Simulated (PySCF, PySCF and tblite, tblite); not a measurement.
# Me3Si(SMe) (C4H12SSi): conformers and averaged spectra, part 2 of 2

PySCF and tblite. Atoms count from 0. The steps go on from the part before.

### 5 Excited states, conformer 1: PBE0/def2-SVPD in chloroform

The job: settings as JSON, then the geometry in Å.

```
{"job": {"xc": "PBE0", "basis": "def2-SVPD", "nstates": 6, "ntriplets": 0, "solvent": "chloroform", "kind": "uv"}, "charge": 0, "multiplicity": 1}
C      2.497335     0.836525    -0.268454
S      1.650660    -0.016218     1.099432
Si    -0.355185    -0.224704     0.275954
C     -1.074931     1.503562    -0.092002
C     -0.280493    -1.253990    -1.328849
C     -1.342548    -1.116079     1.629277
H      2.021025     1.793398    -0.454907
H      3.523445     0.990043     0.048106
H      2.474063     0.215826    -1.158083
H     -0.550947     1.992174    -0.909072
H     -1.008764     2.152169     0.777168
H     -2.121176     1.433948    -0.373208
H     -1.279383    -1.490219    -1.682324
H      0.244778    -2.191952    -1.171341
H      0.228612    -0.720620    -2.127135
H     -2.370621    -1.270547     1.318807
H     -1.353096    -0.541002     2.549509
H     -0.911534    -2.085996     1.855467
```

The log of the run:

```text
coarse grid: 15032 points
cycle   1  E = -846.4644604737  dE =  1.116e-01  |g| = 4.929e-01  |ddm| = 5.468e+00
cycle   2  E = -846.4625899735  dE =  1.871e-03  |g| = 5.031e-01  |ddm| = 1.302e+00
cycle   3  E = -846.5298102866  dE = -6.722e-02  |g| = 2.737e-02  |ddm| = 6.251e-01
cycle   4  E = -846.5299797212  dE = -1.694e-04  |g| = 1.514e-02  |ddm| = 8.286e-02
cycle   5  E = -846.5300489259  dE = -6.920e-05  |g| = 2.409e-03  |ddm| = 3.216e-02
cycle   6  E = -846.5300504349  dE = -1.509e-06  |g| = 6.019e-04  |ddm| = 5.577e-03
final grid: 132968 points
cycle   7  E = -846.6244624195  dE = -3.360e-05  |g| = 9.546e-03  |ddm| = 1.042e-01
cycle   8  E = -846.6244532628  dE =  9.157e-06  |g| = 1.114e-02  |ddm| = 2.797e-02
cycle   9  E = -846.6244863260  dE = -3.306e-05  |g| = 4.013e-04  |ddm| = 1.465e-02
cycle  10  E = -846.6244863711  dE = -4.511e-08  |g| = 1.548e-04  |ddm| = 9.936e-04
cycle  11  E = -846.6244863773  dE = -6.170e-09  |g| = 3.761e-05  |ddm| = 2.560e-04
cycle  12  E = -846.6244863776  dE = -3.954e-10  |g| = 7.457e-06  |ddm| = 8.602e-05
converged SCF energy = -846.6244863776

Static polarisability (au): isotropic 122.923, principal 114.879 120.709 133.182

Singlet excitations
state   eV       nm        f      main configurations
  1   5.6523    219.4   0.00807   H->L 0.80, H->L+1 0.15
  2   6.1325    202.2   0.06656   H->L+1 0.74, H->L 0.14, H->L+2 0.08
  3   6.5891    188.2   0.00077   H->L+2 0.88
  4   7.0027    177.1   0.00995   H->L+3 0.94
  5   7.2442    171.1   0.00144   H->L+4 0.79
  6   7.2563    170.9   0.01277   H-1->L 0.51, H->L+5 0.36
```

It took 28 s on 1 thread of Intel Xeon 6975P-C, shared host; peak memory 0.99 GiB.

In short: HOMO -6.59 eV, LUMO 0.48 eV; dipole 2.51 D; S1 5.65 eV.

### 6 Boltzmann average: properties at B97-2/pcSseg-1 in chloroform

The job: settings as JSON, then the geometry in Å.

```
{"job": {"study": "conf", "smiles": "CS[Si](C)(C)C", "search": {"seed": 6833, "n_embed": 60, "ff_keep": 14, "window": 3.0, "nmax": 3, "temps": [200, 250, 298.15, 350, 400], "t_ref": 298.15, "order": 0.0005}, "level": {"nmr": {"xc": "B97-2", "basis": "pcSseg-1", "solvent": "chloroform"}, "sp": {"xc": "PBE0", "basis": "def2-SVP", "solvent": "chloroform"}, "uv": {"xc": "PBE0", "basis": "def2-SVPD", "nstates": 6, "ntriplets": 0, "solvent": "chloroform"}}, "kind": "conf"}, "charge": 0, "multiplicity": 1}
C      2.497335     0.836525    -0.268454
S      1.650660    -0.016218     1.099432
Si    -0.355185    -0.224704     0.275954
C     -1.074931     1.503562    -0.092002
C     -0.280493    -1.253990    -1.328849
C     -1.342548    -1.116079     1.629277
H      2.021025     1.793398    -0.454907
H      3.523445     0.990043     0.048106
H      2.474063     0.215826    -1.158083
H     -0.550947     1.992174    -0.909072
H     -1.008764     2.152169     0.777168
H     -2.121176     1.433948    -0.373208
H     -1.279383    -1.490219    -1.682324
H      0.244778    -2.191952    -1.171341
H      0.228612    -0.720620    -2.127135
H     -2.370621    -1.270547     1.318807
H     -1.353096    -0.541002     2.549509
H     -0.911534    -2.085996     1.855467
```

The log of the run:

```text
conformer  sym    E(xTB)   E(DFT)   G(298.15 K)  weight  dipole/D
    1     Cs      0.000    0.000    0.000   1.0000    2.321

mean shielding (ppm) by class
class atoms           200 K      250 K   298.15 K      350 K      400 K
  0 C  0            173.738    173.738    173.738    173.738    173.738
  1 S  1            676.374    676.374    676.374    676.374    676.374
  2 Si 2            331.294    331.294    331.294    331.294    331.294
  3 C  3,4,5        186.111    186.111    186.111    186.111    186.111
  4 H  6,7,8          29.71      29.71      29.71      29.71      29.71
  5 H  9,10,11       31.522     31.522     31.522     31.522     31.522
```

Wall time 58 s (1 thread of Intel Xeon 6975P-C, shared host). This counts the runs that the step sums up.

The search (ETKDG, MMFF94s, GFN2-xTB) embedded 60 structures, kept 1 distinct ones after the force field and 1 after xTB; 1 was carried on (window 3.0 kcal/mol at the search's own energies). Energies: PBE0/def2-SVP in chloroform with D3(BJ).

Conformer by conformer (298 K):

```csv
no.,group,mirror pair,ΔE xTB,ΔE DFT,ΔG,weight (%),μ (D),C0–S1–Si2–C3 (°),"A, B, C (GHz)"
1,Cs,no,0.00,0.00,0.00,100.0,2.32,-60,"2.62, 1.56, 1.45"
```

Energies in kcal/mol. ΔG holds xTB vibrations and rotation, symmetry numbers and mirror pairs.

Shifts against references run at the same level (¹H TMS 31.80, ¹³C TMS 186.8, ²⁹Si TMS 354.3 ppm of shielding), by class of atoms, at 298 K:

```csv
atoms,environment,average
C0,methyl carbon bonded to S,13.1
"C3, C4, C5",methyl carbon bonded to Si,0.7
"H6, H7, H8",hydrogen on a methyl carbon bonded to S,2.09
"H9, H10, H11 and 6 more",hydrogen on a methyl carbon bonded to Si,0.28
S1,"sulfur bonded to C, Si",676 (σ)
Si2,"silicon bonded to 3 C, S",23.0
```

Effective distances for nuclear Overhauser effects, ⟨r⁻⁶⟩^(−1/6) over all pairs of two classes (Å): H6···H9 3.70.

Lowest and brightest singlet by conformer (PBE0/def2-SVPD in chloroform): no. 1 5.65 and 6.13 eV.

### 7 Shieldings, conformer 1: B3LYP/pcSseg-1 in chloroform

The job, as its differences from that of step 5:

```diff
@@ -1,2 +1,2 @@
-{"job": {"xc": "PBE0", "basis": "def2-SVPD", "nstates": 6, "ntriplets": 0, "solvent": "chloroform", "kind": "uv"}, "charge": 0, "multiplicity": 1}
+{"job": {"xc": "B3LYP", "basis": "pcSseg-1", "solvent": "chloroform", "kind": "nmr", "pop": false}, "charge": 0, "multiplicity": 1}
 C      2.497335     0.836525    -0.268454
```

The log of the run:

```text
coarse grid: 15032 points
cycle   1  E = -847.2626308065  dE =  1.502e-01  |g| = 6.080e-01  |ddm| = 3.652e+00
cycle   2  E = -847.2374371585  dE =  2.519e-02  |g| = 6.832e-01  |ddm| = 1.068e+00
cycle   3  E = -847.3576594184  dE = -1.202e-01  |g| = 3.615e-02  |ddm| = 5.642e-01
cycle   4  E = -847.3579527158  dE = -2.933e-04  |g| = 2.140e-02  |ddm| = 7.595e-02
cycle   5  E = -847.3580608418  dE = -1.081e-04  |g| = 3.095e-03  |ddm| = 2.740e-02
cycle   6  E = -847.3580626744  dE = -1.833e-06  |g| = 1.203e-03  |ddm| = 3.609e-03
final grid: 132968 points
cycle   7  E = -847.4009199102  dE = -3.092e-05  |g| = 6.808e-03  |ddm| = 2.001e-02
cycle   8  E = -847.4009149371  dE =  4.973e-06  |g| = 8.077e-03  |ddm| = 1.158e-02
cycle   9  E = -847.4009314704  dE = -1.653e-05  |g| = 4.697e-04  |ddm| = 6.413e-03
cycle  10  E = -847.4009315200  dE = -4.962e-08  |g| = 1.242e-04  |ddm| = 7.413e-04
cycle  11  E = -847.4009315233  dE = -3.317e-09  |g| = 3.703e-05  |ddm| = 1.648e-04
cycle  12  E = -847.4009315236  dE = -2.658e-10  |g| = 1.101e-05  |ddm| = 3.364e-05
converged SCF energy = -847.4009315236

GIAO shielding tensors (ppm)
atom      isotropic    diamagn.    paramagn.     s11        s22        s33       span
  0 C      169.632     250.671     -81.039    160.829    161.473    186.594     25.764
  1 S      651.122    1060.911    -409.789    576.250    599.200    777.916    201.667
  2 Si     309.679     880.669    -570.990    283.151    317.211    328.675     45.524
  3 C      181.585     254.391     -72.807    168.064    183.171    193.519     25.454
  4 C      181.585     254.394     -72.809    168.077    183.143    193.536     25.459
  5 C      182.588     253.076     -70.488    176.845    179.919    190.999     14.154
  6 H       29.683      31.816      -2.133     23.634     28.794     36.621     12.987
  7 H       29.769      29.210       0.559     23.888     26.831     38.586     14.698
  8 H       29.689      31.821      -2.132     23.641     28.804     36.622     12.981
  9 H       31.200      32.847      -1.648     26.792     30.004     36.803     10.010
 10 H       31.706      31.676       0.030     27.659     29.054     38.403     10.744
 11 H       31.633      31.482       0.151     27.357     28.905     38.636     11.278
 12 H       31.630      31.482       0.148     27.357     28.903     38.631     11.274
 13 H       31.706      31.685       0.021     27.659     29.060     38.399     10.740
 14 H       31.201      32.850      -1.649     26.798     29.999     36.806     10.008
 15 H       31.643      30.665       0.978     27.255     28.813     38.862     11.606
 16 H       31.561      30.929       0.632     27.120     29.444     38.119     10.998
 17 H       31.560      30.929       0.630     27.122     29.435     38.122     11.000
```

Run time: 16 s. Hardware: 1 thread of Intel Xeon 6975P-C, shared host; peak memory 1.1 GiB.

This run: HOMO -6.33 eV, LUMO 0.68 eV; dipole 2.44 D.

### 8 The ensemble: properties at B3LYP/pcSseg-1 in chloroform

The job: settings as JSON, then the geometry in Å.

```
{"job": {"study": "conf", "smiles": "CS[Si](C)(C)C", "search": {"seed": 6833, "n_embed": 60, "ff_keep": 14, "window": 3.0, "nmax": 3, "temps": [200, 250, 298.15, 350, 400], "t_ref": 298.15, "order": 0.0005}, "level": {"nmr": {"xc": "B3LYP", "basis": "pcSseg-1", "solvent": "chloroform"}, "change": "B3LYP/pcSseg-1; solvent chloroform", "top": 4}, "kind": "conf"}, "charge": 0, "multiplicity": 1}
C      2.497335     0.836525    -0.268454
S      1.650660    -0.016218     1.099432
Si    -0.355185    -0.224704     0.275954
C     -1.074931     1.503562    -0.092002
C     -0.280493    -1.253990    -1.328849
C     -1.342548    -1.116079     1.629277
H      2.021025     1.793398    -0.454907
H      3.523445     0.990043     0.048106
H      2.474063     0.215826    -1.158083
H     -0.550947     1.992174    -0.909072
H     -1.008764     2.152169     0.777168
H     -2.121176     1.433948    -0.373208
H     -1.279383    -1.490219    -1.682324
H      0.244778    -2.191952    -1.171341
H      0.228612    -0.720620    -2.127135
H     -2.370621    -1.270547     1.318807
H     -1.353096    -0.541002     2.549509
H     -0.911534    -2.085996     1.855467
```

The log of the run:

```text
conformer  sym    E(xTB)   E(DFT)   G(298.15 K)  weight  dipole/D
    1     Cs      0.000    0.000    0.000   1.0000    2.438

mean shielding (ppm) by class
class atoms           200 K      250 K   298.15 K      350 K      400 K
  0 C  0            169.632    169.632    169.632    169.632    169.632
  1 S  1            651.122    651.122    651.122    651.122    651.122
  2 Si 2            309.679    309.679    309.679    309.679    309.679
  3 C  3,4,5        181.919    181.919    181.919    181.919    181.919
  4 H  6,7,8         29.714     29.714     29.714     29.714     29.714
  5 H  9,10,11       31.538     31.538     31.538     31.538     31.538
```

It took 16 s on 1 thread of Intel Xeon 6975P-C, shared host. This counts the runs that the step sums up.

Against the first level, at 298 K (shieldings, ppm; largest changes first):

```csv
atoms,B97-2/pcSseg-1 in chloroform,B3LYP/pcSseg-1 in chloroform,change
S1,676,651,-25
Si2,331.3,309.7,-21.6
"C3, C4, C5",186.1,181.9,-4.2
C0,173.7,169.6,-4.1
"H9, H10, H11 and 6 more",31.52,31.54,+0.02
"H6, H7, H8",29.71,29.71,+0.00
```

Weights: from PBE0/def2-SVP in chloroform energies 1: 100 %; from B3LYP/pcSseg-1 in chloroform energies 1: 100 % (with a dispersion term where the level has one and the same thermal terms, so they don't follow from the SCF energies alone). Times: 58 s and 16 s.

### 9 Summary of results

The summary covers parts 1 to 2.

```
                                           quantity                                                 value
                                         conformers  1; the first in weight is no. 1 (Cs), 100 % at 298 K
                            root-mean-square dipole                                                2.32 D
 averaged ¹³C shifts (B97-2/pcSseg-1 in chloroform)                                         13.1, 0.7 ppm
  averaged ¹H shifts (B97-2/pcSseg-1 in chloroform)                                        2.09, 0.28 ppm
averaged ²⁹Si shifts (B97-2/pcSseg-1 in chloroform)                                              23.0 ppm
```

**Reading.** The search found one conformer in the window, so the averages are its own values. Between B97-2/pcSseg-1 in chloroform and B3LYP/pcSseg-1 in chloroform, S1 changes most, by 25 ppm of raw shielding.
